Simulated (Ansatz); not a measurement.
# BeBH₃ (singlet): from Hartree-Fock to the top rungs at scale of all distances = 1.315, 6-31G

An exercise on one series of results from a longer session: the logs are not shown, and one member is left open.

Program: Ansatz 0.2.0, Gaussian basis. Level of theory: 6-31G, core rule «outside noble gas», up to 2 orbitals frozen. These are calculated values, not measurements.

To be run: UHF; CCSD(T) on RHF; BCCD(T) on RHF; CISD; CCSDT(Q) on RHF; CCSDTQ on RHF; CASSCF and MRCISD+Q, 2 electrons in 2 orbitals; CASSCF and NEVPT2, 2 electrons in 2 orbitals; CASSCF and MRCISD+Q, 8 electrons in 11 orbitals; CASSCF and NEVPT2, 8 electrons in 11 orbitals; Full CI.

19 further runs of the same task are left out: 6 for a known fault of the program, 10 that didn't finish, 3 set aside as unsound or not needed. Runs told in other sessions of the task aren't counted.

## What is computed

The geometry derives from a PBE0/def2-TZVP stationary point (not a proven minimum). All distances are scaled together.

5 atoms, charge 0, spin multiplicity 1.

Atoms are counted from 1 here; the program's logs count them from 0.

No contacts short enough for the rule that draws bonds.

The first run:

in.yaml

```yaml
crystal:
  periodic: [false, false, false]
  atoms:
    - {symbol: B, position_ang: [0.000000, 0.000000, 1.081317]}
    - {symbol: Be, position_ang: [0.000000, 0.000000, -1.381890]}
    - {symbol: H, position_ang: [0.000000, 1.319182, 1.951657]}
    - {symbol: H, position_ang: [0.000000, -1.319182, 1.951658]}
    - {symbol: H, position_ang: [0.000000, 0.000000, -3.145606]}
basis:
  gaussian: {orbitals: 6-31G}
magnetization: {spin_polarized: true, initial_magnetization: 0}
hamiltonian: {xc: hf}
output: {orbitals: {seedname: orbitals}}
```

Command:

```
ansatz run in.yaml --threads 1 --pin off --events-out ev --progress --plain --max-ram 2393MiB
```

Steps of the session up to this table: UHF; CCSD(T) on RHF; BCCD(T) on RHF; CISD; CCSDT(Q) on RHF; CCSDTQ on RHF; CASSCF and MRCISD+Q, 2 electrons in 2 orbitals; CASSCF and NEVPT2, 2 electrons in 2 orbitals; CASSCF and MRCISD+Q, 8 electrons in 11 orbitals; CASSCF and NEVPT2, 8 electrons in 11 orbitals; Full CI.

One table of the session follows, with a row left open; its other results are not shown here.

| method | from FCI (meV) |
| --- | --- |
| RHF | +3449.4 |
| RMP2 | +1099.8 |
| CISD | +354.0 |
| RCCSD | +123.9 |
| RCCSD(T) | +38.0 |
| BCCD(T) | +38.5 |
| RCCSDT | ? |
| RCCSDT(Q) | +1.5 |
| RCCSDTQ | +0.2 |
| CASSCF pair | +2815.3 |
| NEVPT2 pair | +934.2 |
| CASSCF valence | +495.6 |
| NEVPT2 valence | +148.8 |
| MRCISD valence | +23.6 |
| MRCISD+Q valence | +17.9 |
| FCI | 0 |

**Question.** Estimate the row for RCCSDT.

The run gave: from FCI (meV): +4.4. In the column «from FCI (meV)» it lies between RCCSDT(Q) (+1.5) and MRCISD+Q valence (+17.9).

Not comparable, so not listed: CASSCF and MRCISD+Q, 2 electrons in 2 orbitals (they don't share determinant, frozen orbitals or solution with the rows shown, or repeat one).

Caveats from the session: Warnings in the runs' records: passed over end.
